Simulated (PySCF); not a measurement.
# [Gd(OH)4]−: from a template to the relaxed complex

Aim: find the relaxed shape of [Gd(OH)4]−, test it by its vibrations, and read charges and levels. The species was built from a template and needn't be a known compound.

Computed with PySCF 2.14.0. Level: BP86, Gd lcecp-1-SVP with ECP53, O def2-SVP, H def2-SVP; scalar-relativistic core potentials, no spin–orbit coupling.

3 further runs of the same task are left out: 2 for a known fault of the program, 1 that didn't finish.

## 1. Starting geometry

9 atoms, charge -1, spin multiplicity 1.

Bond lengths: Gd1–O2 2.176 Å, Gd1–O4 2.176 Å, Gd1–O6 2.176 Å, Gd1–O8 2.176 Å, O2–H3 0.966 Å, O4–H5 0.966 Å, O6–H7 0.966 Å, O8–H9 0.966 Å. Angles: O2–Gd1–O4 109.5°, O2–Gd1–O6 109.5°, O2–Gd1–O8 109.5°, O4–Gd1–O6 109.5°, O4–Gd1–O8 109.5°, O6–Gd1–O8 109.5°, Gd1–O2–H3 158.7°, Gd1–O4–H5 158.7°, Gd1–O6–H7 158.7°, Gd1–O8–H9 158.7°.

Geometry (Å):

```csv
atom,x (Å),y (Å),z (Å)
Gd1,0.00000,0.00000,0.00000
O2,1.25620,1.25620,1.25620
H3,2.02330,1.52830,1.77580
O4,-1.25620,-1.25620,1.25620
H5,-2.02330,-1.52830,1.77580
O6,1.25620,-1.25620,-1.25620
H7,1.52830,-2.02330,-1.77580
O8,-1.25620,1.25620,-1.25620
H9,-1.52830,2.02330,-1.77580
```

Formal oxidation states: Gd +3. Each metal's 7 4f electrons lie in its core potential, so multiplicities, spins and levels count the valence alone.

## 2. SCF at the start, singlet

File run.py (the lines that set the calculation):

```python
mol = gto.M(atom='''
Gd     0.00000     0.00000     0.00000
O      1.25620     1.25620     1.25620
H      2.02330     1.52830     1.77580
O     -1.25620    -1.25620     1.25620
H     -2.02330    -1.52830     1.77580
O      1.25620    -1.25620    -1.25620
H      1.52830    -2.02330    -1.77580
O     -1.25620     1.25620    -1.25620
H     -1.52830     2.02330    -1.77580''',
    basis={'Gd': 'lcecp-1-SVP', 'O': 'def2-SVP', 'H': 'def2-SVP'},
    ecp={'Gd': 'lcecp-1-SVP'},
    charge=-1, spin=0)
mf = dft.RKS(mol, xc='B88,P86')
mf.grids.atom_grid = (50, 194)  # f atoms: unpruned, at least (60, 302)
mf = mf.density_fit()  # fitting sets: Gd AutoAux, O def2-universal-JKFIT, H def2-universal-JKFIT
mf.conv_tol = 1e-08; mf.max_cycle = 55
mf.kernel(dm0)  # dm0: free metal ions and neutral atoms
```

On the command line:

```
$ OMP_NUM_THREADS=2 python run.py
```

What it wrote:

```text
init E= -347.914057057912
  HOMO = -0.0240779877475822  LUMO = 0.114547608620853  gap/eV = 3.77219
cycle= 1 E= -339.080470562937  delta_E= 8.83  |g|= 1.11  |ddm|= 3.27
  HOMO = -0.157767448686489  LUMO = 0.120759248994538  gap/eV = 7.57910
cycle= 2 E= -338.536208284915  delta_E= 0.544  |g|= 1.96  |ddm|= 1.99
  HOMO = -0.0108155920301959  LUMO = 0.138210597817  gap/eV = 4.05521
cycle= 3 E= -339.296605468066  delta_E= -0.76  |g|= 0.221  |ddm|=  1.4
  HOMO = -0.0307586489991042  LUMO = 0.129344498644642  gap/eV = 4.35663
cycle= 4 E= -339.306324517614  delta_E= -0.00972  |g|= 0.0636  |ddm|= 0.294
  HOMO = -0.0291810320351691  LUMO = 0.130106897509776  gap/eV = 4.33445
cycle= 5 E= -339.30751538887  delta_E= -0.00119  |g|= 0.00568  |ddm|= 0.0942
  HOMO = -0.0294962469601795  LUMO = 0.129723450283127  gap/eV = 4.33259
cycle= 6 E= -339.307525194509  delta_E= -9.81e-06  |g|= 0.00144  |ddm|= 0.0117
  HOMO = -0.0295641621716371  LUMO = 0.129676934936938  gap/eV = 4.33317
cycle= 7 E= -339.307525705042  delta_E= -5.11e-07  |g|= 0.000101  |ddm|= 0.00143
  HOMO = -0.0295802168593496  LUMO = 0.129662740759617  gap/eV = 4.33322
cycle= 8 E= -339.307525707503  delta_E= -2.46e-09  |g|= 1.38e-06  |ddm|= 0.000109
  HOMO = -0.0295803463273206  LUMO = 0.129662499898213  gap/eV = 4.33322
Extra cycle  E= -339.307525707502  delta_E= 7.96e-13  |g|= 1.4e-06  |ddm|= 3.53e-06
converged SCF energy = -339.307525707502
```

Wall time 3.1 s (2 threads of AMD EPYC 9R45 (Zen 5), shared host); peak memory 0.65 GiB.

Result: E = -339.307526 Eh, HOMO -0.80 eV, LUMO 3.53 eV, Mulliken charge on Gd1 +0.57 e. 

## 3. Relaxation, singlet

Steps are kept in the start's point group, S4.

run.py (the lines that set the calculation): that of step 2 with these lines changed.

```diff
@@ -17,2 +17,3 @@
 mf.conv_tol = 1e-08; mf.max_cycle = 55
-mf.kernel(dm0)  # dm0: free metal ions and neutral atoms
+mf.kernel(dm0)  # dm0: an SCF of this state at this start
+# quasi-Newton relaxation in Cartesian coordinates to a largest gradient under 0.00045 Eh/bohr, steps kept in the point group
```

On the command line:

```
$ OMP_NUM_THREADS=2 python run.py
```

No log is kept here; the results follow.

It took 24 s on 2 threads of AMD EPYC 9R45 (Zen 5), shared host.

Along the way:

```csv
step,energy from step 1 (eV),largest force component (eV/Å)
1,0.0000,0.2862
2,-0.0156,0.0762
3,-0.0197,0.0146
4,-0.0198,0.0080
5,-0.0204,0.0129
6,-0.0206,0.0178
7,-0.0206,0.0034
```

Distances of close pairs at the start and the end, largest changes first:

```csv
bond,before (Å),after (Å),change (Å)
Gd1–O2,2.176,2.151,-0.024
Gd1–O4,2.176,2.151,-0.024
Gd1–O6,2.176,2.151,-0.024
Gd1–O8,2.176,2.151,-0.024
O2–H3,0.966,0.967,+0.001
O4–H5,0.966,0.967,+0.001
O6–H7,0.966,0.967,+0.001
O8–H9,0.966,0.967,+0.001
```

It ends in S4 at E = -339.308284 Eh.

```
Gd    0.00000    0.00000    0.00000
O     1.25561    1.24424    1.22623
H     2.04277    1.55002    1.69732
O    -1.25561   -1.24424    1.22623
H    -2.04277   -1.55002    1.69732
O     1.24424   -1.25561   -1.22623
H     1.55002   -2.04277   -1.69732
O    -1.24424    1.25561   -1.22623
H    -1.55002    2.04277   -1.69732
```

## 4. Frequencies and infrared intensities

File run.py (the lines that set the calculation):

```python
mol = gto.M(atom='''
Gd     0.00000     0.00000     0.00000
O      1.25561     1.24424     1.22623
H      2.04277     1.55002     1.69732
O     -1.25561    -1.24424     1.22623
H     -2.04277    -1.55002     1.69732
O      1.24424    -1.25561    -1.22623
H      1.55002    -2.04277    -1.69732
O     -1.24424     1.25561    -1.22623
H     -1.55002     2.04277    -1.69732''',
    basis={'Gd': 'lcecp-1-SVP', 'O': 'def2-SVP', 'H': 'def2-SVP'},
    ecp={'Gd': 'lcecp-1-SVP'},
    charge=-1, spin=0)
mf = dft.RKS(mol, xc='B88,P86')
mf.grids.atom_grid = (50, 194)  # f atoms: unpruned, at least (60, 302)
mf = mf.density_fit()  # fitting sets: Gd AutoAux, O def2-universal-JKFIT, H def2-universal-JKFIT
mf.conv_tol = 1e-10; mf.max_cycle = 55
mf.kernel(dm0)  # dm0: the density of the relaxed state
# Hessian and dipole derivatives by central differences of gradients, 0.02 bohr
```

On the command line:

```
$ OMP_NUM_THREADS=2 python run.py
```

No log is kept here; the results follow.

Wall time 96 s (2 threads of AMD EPYC 9R45 (Zen 5), shared host).

Point group S4; negative numbers are unstable modes, and those under 60 cm⁻¹ are near the numerical noise:

```csv
cm⁻¹,km/mol
-60,78.7
-59,78.8
-30,0.2
40,155.4
62,2.1
98,23.3
99,22.9
125,0.0
139,0.0
148,85.7
188,194.9
189,195.7
197,146.1
494,154.7
494,154.7
495,122.8
530,0.0
3830,11.2
3830,11.2
3830,0.0
3830,6.9
```

## 5. Displaced along the imaginary mode

No symmetry is imposed.

File run.py (the lines that set the calculation):

```python
mol = gto.M(atom='''
Gd     0.00774     0.00088     0.00000
O      1.24713     1.24626     1.22752
H      1.89355     1.68959     1.84138
O     -1.26409    -1.24222     1.22493
H     -2.19199    -1.41045     1.55325
O      1.22712    -1.26939    -1.24061
H      1.49925    -2.06480    -1.71992
O     -1.26136     1.24184    -1.21185
H     -1.60079     2.02073    -1.67471''',
    basis={'Gd': 'lcecp-1-SVP', 'O': 'def2-SVP', 'H': 'def2-SVP'},
    ecp={'Gd': 'lcecp-1-SVP'},
    charge=-1, spin=0)
mf = dft.RKS(mol, xc='B88,P86')
mf.grids.atom_grid = (50, 194)  # f atoms: unpruned, at least (60, 302)
mf = mf.density_fit()  # fitting sets: Gd AutoAux, O def2-universal-JKFIT, H def2-universal-JKFIT
mf.conv_tol = 1e-08; mf.max_cycle = 55
mf.kernel(dm0)  # dm0: an SCF of this state at this start
# quasi-Newton relaxation in Cartesian coordinates to a largest gradient under 0.00045 Eh/bohr, steps kept in the point group
```

On the command line:

```
$ OMP_NUM_THREADS=2 python run.py
```

The driver keeps no SCF log for this step, only its results.

Run time: 13 s. Hardware: 2 threads of AMD EPYC 9R45 (Zen 5), shared host.

The steps of the relaxation:

```csv
step,energy from step 1 (eV),largest force component (eV/Å)
1,0.0000,1.2642
2,-0.0412,0.1664
3,-0.0418,0.0187
4,-0.0419,0.0114
```

Close pairs (by a distance rule), those that changed most:

```csv
bond,before (Å),after (Å),change (Å)
O4–H5,0.999,0.969,-0.029
O2–H3,0.996,0.966,-0.029
Gd1–O2,2.143,2.147,+0.004
Gd1–O4,2.159,2.162,+0.003
O6–H7,0.968,0.967,-0.001
O8–H9,0.968,0.967,-0.001
Gd1–O8,2.149,2.149,-0.000
Gd1–O6,2.154,2.154,-0.000
```

It ends in C1 at E = -339.308321 Eh.

```csv
atom,x (Å),y (Å),z (Å)
Gd1,0.0088,0.0024,0.0032
O2,1.2511,1.2492,1.2327
H3,1.8797,1.6766,1.8292
O4,-1.2697,-1.2346,1.2318
H5,-2.1729,-1.4075,1.5378
O6,1.2261,-1.2699,-1.2369
H7,1.4968,-2.0644,-1.7171
O8,-1.2621,1.2418,-1.2079
H9,-1.6012,2.0187,-1.6729
```

## 6. The relaxed geometry turned into its symmetry frame

File run.py (the lines that set the calculation):

```python
mol = gto.M(atom='''
Gd     0.00828     0.00069    -0.00035
O      1.25061     1.24748     1.22921
H      1.87924     1.67485     1.82567
O     -1.27020    -1.23630     1.22834
H     -2.17334    -1.40922     1.53429
O      1.22566    -1.27162    -1.24037
H      1.49634    -2.06619    -1.72063
O     -1.26261     1.24002    -1.21138
H     -1.60169     2.01700    -1.67640''',
    basis={'Gd': 'lcecp-1-SVP', 'O': 'def2-SVP', 'H': 'def2-SVP'},
    ecp={'Gd': 'lcecp-1-SVP'},
    charge=-1, spin=0)
mf = dft.RKS(mol, xc='B88,P86')
mf.grids.atom_grid = (50, 194)  # f atoms: unpruned, at least (60, 302)
mf = mf.density_fit()  # fitting sets: Gd AutoAux, O def2-universal-JKFIT, H def2-universal-JKFIT
mf.conv_tol = 1e-08; mf.max_cycle = 55
mf.kernel(dm0)  # dm0: free metal ions and neutral atoms
```

On the command line:

```
$ OMP_NUM_THREADS=2 python run.py
```

What it wrote:

```text
init E= -347.937124387067
  HOMO = -0.0249992764627541  LUMO = 0.115309871397496  gap/eV = 3.81801
cycle= 1 E= -339.08497887377  delta_E= 8.85  |g|=  1.1  |ddm|= 3.28
  HOMO = -0.150494295070483  LUMO = 0.121179368825945  gap/eV = 7.39262
cycle= 2 E= -338.562484918611  delta_E= 0.522  |g|= 1.93  |ddm|= 1.97
  HOMO = -0.0096031315629751  LUMO = 0.138618421821647  gap/eV = 4.03331
cycle= 3 E= -339.296855253592  delta_E= -0.734  |g|= 0.227  |ddm|= 1.38
  HOMO = -0.0306788613800075  LUMO = 0.129948537209078  gap/eV = 4.37089
cycle= 4 E= -339.307187554053  delta_E= -0.0103  |g|= 0.0621  |ddm|=  0.3
  HOMO = -0.0286613975297665  LUMO = 0.130617058656018  gap/eV = 4.33419
cycle= 5 E= -339.308296265559  delta_E= -0.00111  |g|= 0.0105  |ddm|= 0.0923
  HOMO = -0.0293813522533721  LUMO = 0.130327011079068  gap/eV = 4.34589
cycle= 6 E= -339.308295273293  delta_E= 9.92e-07  |g|= 0.0112  |ddm|= 0.0163
  HOMO = -0.0292162892541689  LUMO = 0.130237593632447  gap/eV = 4.33896
cycle= 7 E= -339.308320990509  delta_E= -2.57e-05  |g|= 0.000948  |ddm|= 0.00823
  HOMO = -0.029265932611406  LUMO = 0.130205758727751  gap/eV = 4.33945
cycle= 8 E= -339.3083212056  delta_E= -2.15e-07  |g|= 7.87e-05  |ddm|= 0.000953
  HOMO = -0.0292761956150347  LUMO = 0.130196530907924  gap/eV = 4.33947
cycle= 9 E= -339.308321206754  delta_E= -1.15e-09  |g|= 4.29e-05  |ddm|= 9.95e-05
  HOMO = -0.0292760914217182  LUMO = 0.130196032161056  gap/eV = 4.33946
Extra cycle  E= -339.308321204798  delta_E= 1.96e-09  |g|= 0.000107  |ddm|= 0.000106
converged SCF energy = -339.308321204798
```

Run time: 2.3 s. Hardware: 2 threads of AMD EPYC 9R45 (Zen 5), shared host.

It gives: E = -339.308321 Eh, HOMO -0.80 eV, LUMO 3.54 eV, Mulliken charge on Gd1 +0.55 e. 

## 7. Harmonic vibrations

run.py (the lines that set the calculation): that of step 6 with these lines changed.

```diff
@@ -16,3 +16,4 @@
 mf = mf.density_fit()  # fitting sets: Gd AutoAux, O def2-universal-JKFIT, H def2-universal-JKFIT
-mf.conv_tol = 1e-08; mf.max_cycle = 55
-mf.kernel(dm0)  # dm0: free metal ions and neutral atoms
+mf.conv_tol = 1e-10; mf.max_cycle = 55
+mf.kernel(dm0)  # dm0: the density of the relaxed state
+# Hessian and dipole derivatives by central differences of gradients, 0.02 bohr
```

On the command line:

```
$ OMP_NUM_THREADS=2 python run.py
```

The driver keeps no SCF log for this step, only its results.

Wall time 3.1 min (2 threads of AMD EPYC 9R45 (Zen 5), shared host).

Point group C1; negative numbers are unstable modes, and those under 60 cm⁻¹ are near the numerical noise:

```csv
cm⁻¹,km/mol
-74,83.0
-57,77.8
5,72.3
67,37.1
84,53.7
100,16.3
114,8.8
132,24.9
137,40.1
149,47.7
188,195.6
199,205.2
212,115.5
489,124.3
494,157.4
495,147.2
529,2.1
3803,6.9
3829,7.4
3831,7.5
3839,7.3
```

## 8. Properties on a finer grid

File run.py (the lines that set the calculation):

```python
mol = gto.M(atom='''
Gd     0.00875     0.00243     0.00316
O      1.25108     1.24923     1.23272
H      1.87972     1.67659     1.82919
O     -1.26973    -1.23455     1.23185
H     -2.17286    -1.40747     1.53780
O      1.22613    -1.26987    -1.23686
H      1.49682    -2.06444    -1.71711
O     -1.26213     1.24177    -1.20786
H     -1.60121     2.01875    -1.67289''',
    basis={'Gd': 'lcecp-1-SVP', 'O': 'def2-SVP', 'H': 'def2-SVP'},
    ecp={'Gd': 'lcecp-1-SVP'},
    charge=-1, spin=0)
mf = dft.RKS(mol, xc='B88,P86')
mf.grids.atom_grid = (75, 302)  # f atoms: unpruned, at least (60, 302)
mf = mf.density_fit()  # fitting sets: Gd AutoAux, O def2-universal-JKFIT, H def2-universal-JKFIT
mf.conv_tol = 1e-09; mf.max_cycle = 55
mf.kernel(dm0)  # dm0: the density of the relaxed state
```

On the command line:

```
$ OMP_NUM_THREADS=2 python run.py
```

What it wrote:

```text
init E= -339.308348662458
  HOMO = -0.0292789153936629  LUMO = 0.130196030593858  gap/eV = 4.33953
cycle= 1 E= -339.308348658608  delta_E= 3.85e-09  |g|= 0.000153  |ddm|= 0.000163
  HOMO = -0.029273354702063  LUMO = 0.130194688945938  gap/eV = 4.33935
cycle= 2 E= -339.308348630707  delta_E= 2.79e-08  |g|= 0.000401  |ddm|= 0.000384
  HOMO = -0.0292778986938566  LUMO = 0.130195659952225  gap/eV = 4.33950
cycle= 3 E= -339.308348663346  delta_E= -3.26e-08  |g|= 6.42e-06  |ddm|= 0.000278
  HOMO = -0.029277415955315  LUMO = 0.13019571203273  gap/eV = 4.33948
cycle= 4 E= -339.308348663353  delta_E= -6.37e-12  |g|= 1.39e-06  |ddm|= 5.26e-06
  HOMO = -0.0292777077218189  LUMO = 0.13019567272282  gap/eV = 4.33949
Extra cycle  E= -339.308348663352  delta_E= 3.41e-13  |g|= 3.12e-06  |ddm|= 3.16e-06
converged SCF energy = -339.308348663352
```

It took 11 s on 2 threads of AMD EPYC 9R45 (Zen 5), shared host.

Read off: E = -339.308349 Eh, HOMO -0.80 eV, LUMO 3.54 eV, Mulliken charge on Gd1 +0.55 e, largest force component 0.012 eV/Å. 

Löwdin charges:

```csv
atom,value (e)
Gd1,0.14
O2,-0.33
H3,0.05
O4,-0.34
H5,0.05
O6,-0.34
H7,0.05
O8,-0.33
H9,0.05
```

Mulliken charges: Gd1 +0.55, O2 -0.51, H3 +0.12, O4 -0.52, H5 +0.13, O6 -0.52, H7 +0.13, O8 -0.51, H9 +0.13 e.

Contacts (the nearest donor of each ligand) and Mayer bond orders:

```csv
contact,distance (Å),bond order
Gd1–O2 (OH),2.147,1.01
Gd1–O4 (OH),2.162,1.01
Gd1–O6 (OH),2.154,1.01
Gd1–O8 (OH),2.149,1.02
```

Mulliken populations of Gd1 outside the core potential: s 2.21, p 6.54, d 1.62, f 0.08.

The fields below are evaluated on a grid from the run's orbitals.

Frontier orbitals at BP86, with the share of their density that lies nearest to each atom:

```csv
orbital,energy (eV),lies on
HOMO-1,-0.81,"O6 40 %; O8 24 %; O2, O4 about 13 % each"
HOMO,-0.80,"O2, O4, O6 about 29 % each"
LUMO,3.54,4 O atoms about 14 % each; 4 H atoms about 10 % each
```

ELF in a plane through or near 2 of the atoms.

Ten even steps from ' ' (0.00) to '@' (0.91):
```
                                                        
                                                        
                                                        
                                    ..--==--            
                              ..::::==%%%%%%--          
                ..====::    ..++####%%@@@@%%==..        
              ..--****--    ..**@@%%##@@%%**::          
              ::==##++::..::..--%%##==%%##--            
              ::==++..::##@@%%==--**@@%%##--            
              ..::....==@@%%##%%::..++**++..            
                      --%%%%##@@--........              
                      ..==####**..                      
                  ..::::::....                          
                  ..::--::..                            
                      ....                              
                                                        
                                                        
                                                        
                                                        
                                                        
```
The map spans 10.5 Å across and 9.2 Å up, centred on the molecule. Atoms in the plane (x, y in Å): O2 (1.6, 1.4), H3 (2.3, 2.0).

On the surface of density 0.002 e/bohr³ the electrostatic potential runs, from the 1st to the 99th percentile, from -5.72 V near O4 to -2.22 V near H3.

## 9. Outcome

```
                                                              quantity                         value
                                                 state and point group    singlet in the valence, C1
                                                 first geometry: modes  -60 to 3830 cm⁻¹, 3 unstable
first geometry: strongest infrared band (modes within 1.5 cm⁻¹ summed)         494 cm⁻¹ (432 km/mol)
                                                                 modes  -74 to 3839 cm⁻¹, 2 unstable
                strongest infrared band (modes within 1.5 cm⁻¹ summed)         494 cm⁻¹ (305 km/mol)
                                                 metal–ligand contacts                2.15 to 2.16 Å
                                                       frontier levels   HOMO -0.80 eV, LUMO 3.54 eV
                                       dipole about the centre of mass                        0.52 D
                                                   mean polarisability                        9.4 Å³
```

At the first geometry 3 modes are unstable, so this structure is a saddle point; the molecule was then pushed along the lowest one and relaxed again. At the final geometry 2 modes are unstable, so this structure is a saddle point. The metal carries +0.14 e by Löwdin's partition against a formal +3, and bond orders to the nearest donors reach 1.02. Both measures hang on the basis. Leaving the first, S4 structure gained 0.00 eV and gave C1. One start shape was tried, so another isomer may lie lower. The bases are small and lack diffuse functions. Spin–orbit coupling is left out.
